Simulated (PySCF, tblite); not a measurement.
**C5H8NO−: geometry, infrared bands and NMR shifts**

Aim: predict the infrared bands and NMR shifts of C5H8NO− (`C/N=C\C1([O-])CC1`).

The runs use tblite 0.8.0 and PySCF 2.14.0, with density-fitted response routines of our own; the level of theory stands in each step. All values are computed, except where a source is named. Atoms count from 0, in the outputs and in this text.

## Step 1: Starting geometry

15 atoms, charge -1, multiplicity 1; geometry from: force field or distance geometry start.

Bonds of the start (Å): C0–N1 1.44, N1–C2 1.31, C2–C3 1.49, C3–O4 1.40, C3–C5 1.51, C5–C6 1.50, C6–C3 1.52, C0–H7 1.08, C0–H8 1.10, C0–H9 1.09, C2–H10 1.09, C5–H11 1.08, C5–H12 1.09, C6–H13 1.09, C6–H14 1.08.

## Step 2: Geometry optimisation with GFN2-xTB

The job: settings as JSON, then the geometry in Å.

```
{"job": {"kind": "relax", "xc": "GFN2-xTB", "basis": "xTB"}, "charge": -1, "multiplicity": 1}
C     -2.139700    -0.056900    -0.072700
N     -1.515200     0.410100     1.142400
C     -0.244800     0.705700     1.089000
C      0.638400     0.547200    -0.106300
O      0.717300     1.651700    -0.960600
C      0.906000    -0.810100    -0.714000
C      1.970700    -0.149900     0.114400
H     -1.883900    -1.089500    -0.285600
H     -3.228900    -0.022700     0.070700
H     -1.934100     0.578700    -0.931800
H      0.221400     1.106600     1.993900
H      1.055400    -0.864200    -1.782100
H      0.408900    -1.674000    -0.283300
H      2.848800     0.235500    -0.393600
H      2.175400    -0.560100     1.097700
```

On the command line:

```bash
$ OMP_NUM_THREADS=1 python probes_run.py task.json out
```

One launch serves the whole session: the jobs run in the order shown.

**Question.** This job is followed by: GFN2-xTB harmonic vibrations, gas phase; GIAO PBE0/pcSseg-1 NMR shielding, non-relativistic, gas phase. Predict these results of the whole session: strongest single infrared mode (GFN2-xTB); zero-point energy (GFN2-xTB); ¹³C shifts against TMS (PBE0/pcSseg-1, means over atoms taken as alike); ¹H shifts against TMS (PBE0/pcSseg-1, means over atoms taken as alike); ¹⁵N shifts against NH3 (PBE0/pcSseg-1); ¹⁷O shifts against H2O (PBE0/pcSseg-1).

As calculated:

| quantity | value |
| --- | --- |
| strongest single infrared mode (GFN2-xTB) | 1677 cm⁻¹, 420 km/mol |
| zero-point energy (GFN2-xTB) | 74.1 kcal/mol |
| ¹³C shifts against TMS (PBE0/pcSseg-1, means over atoms taken as alike) | 190.8, 72.1, 38.2, 22.0 ppm |
| ¹H shifts against TMS (PBE0/pcSseg-1, means over atoms taken as alike) | 6.95, 4.72, 0.47, -0.17 ppm |
| ¹⁵N shifts against NH3 (PBE0/pcSseg-1) | 341.9 ppm |
| ¹⁷O shifts against H2O (PBE0/pcSseg-1) | 59.8 ppm |

The optimisation took 135 steps and gained 0.481 eV; among the close pairs (by a distance rule), C3–O4 changed most, from 1.399 to 1.293 Å. No mode is imaginary among the 39: a minimum at this level. The strongest single mode, at 1677 cm⁻¹, moves mainly C2 and N1. Unscaled tight-binding wavenumbers are off by several per cent, some by more. Its intensities can rank the bands wrongly. At PBE0/pcSseg-1: The largest span, 644 ppm, is at N1, where the paramagnetic term is -402 ppm. At PBE0/pcSseg-1 the HOMO lies above zero (+0.20 eV), as often for anions in the gas phase: self-interaction error lifts it, or the electron is held by the finite basis alone; counter-ions and solvent are missing.
